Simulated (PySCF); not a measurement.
# InO−: from the state search to spectroscopic constants

An exercise on one series of results from a longer session: the logs are not shown, and one member is left open.

Program: PySCF 2.14.0. Level of theory: In def2-TZVPPD with ECP28, O def2-TZVPPD, scalar-relativistic core potentials. These are calculated values, not measurements.

2 further runs of the same task are left out: 2 set aside as unsound or not needed.

The first run:

The job is set up so:

```json
{"atoms": "In, O", "charge": "-1", "basis": "In def2-TZVPPD with ECP28, O def2-TZVPPD", "Hamiltonian": "scalar-relativistic core potentials", "basis functions": "96", "electrons treated": "30", "masses in u": "114.9039, 15.9949", "levels": "PBE0, PBE, r²SCAN, B3LYP, M06, revPBE, r²SCAN0, B2PLYP, ωB97X, MP2, SCS-MP2, CCSD, CCSD(T)", "grid": "80 radial by 434 angular points", "occupations": "held fixed by the projection of orbital angular momentum", "dissociation limit": "In + O−, each in its ground configuration", "starting distance in angstrom": "2.090", "values of 2S to try": "0, 2"}
```

Started as:

```sh
$ OMP_NUM_THREADS=2 python dia.py task.json out
```

Among the steps run: Set-up; The PBE0 curve of the state that the search chose; PBE (GGA); r²SCAN (meta-GGA); B3LYP; M06 (hybrid meta-GGA); revPBE (GGA); r²SCAN0; B2PLYP; ωB97X (range-separated hybrid); Correlated methods on the Hartree–Fock reference.

One of the session's tables, all rows but one given; the rest of the session is left out.

Energy (eV) from each level's lowest point:

| R (Å) | RHF-MP2 | RHF-SCS-MP2 | RHF-CCSD | RHF-CCSD(T) | PBE |
| --- | --- | --- | --- | --- | --- |
| 1.650 | 1.567 | 1.576 | n/a | n/a | 1.569 |
| 1.727 | 0.728 | 0.731 | 0.620 | 0.704 | 0.735 |
| 1.804 | 0.256 | 0.256 | 0.186 | 0.239 | 0.262 |
| 1.861 | 0.074 | 0.073 | 0.037 | 0.065 | 0.078 |
| 1.919 | 0.000 | 0.000 | 0.000 | 0.000 | 0.000 |
| 1.977 | 0.008 | 0.009 | 0.047 | 0.017 | 0.003 |
| 2.053 | ? | ? | ? | ? | ? |
| 2.149 | 0.336 | 0.345 | 0.497 | 0.369 | 0.310 |
| 2.264 | 0.699 | 0.712 | 0.930 | 0.727 | 0.644 |
| 2.418 | 1.292 | 1.297 | n/a | n/a | 1.143 |

**Question.** Estimate the row for R (Å) = 2.053.

Worked estimate for «RHF-MP2». A straight line through the neighbours (1.977, 0.008) and (2.149, 0.336) gives 0.008 + (0.336 − 0.008) × (2.053 − 1.977) / (2.149 − 1.977) = 0.153; a parabola fitted to 4 rows on both sides gives 0.119.

The run gave: RHF-MP2: 0.109; RHF-SCS-MP2: 0.114; RHF-CCSD: 0.203; RHF-CCSD(T): 0.131; PBE: 0.097. In «RHF-MP2» the line misses by +0.044 and the parabola by +0.010.

Limits of these values: Lowest PBE0 solution found, without spin–orbit coupling: ¹Σ⁺ (singlet), closed shell. Warnings in the runs' records: inverted.
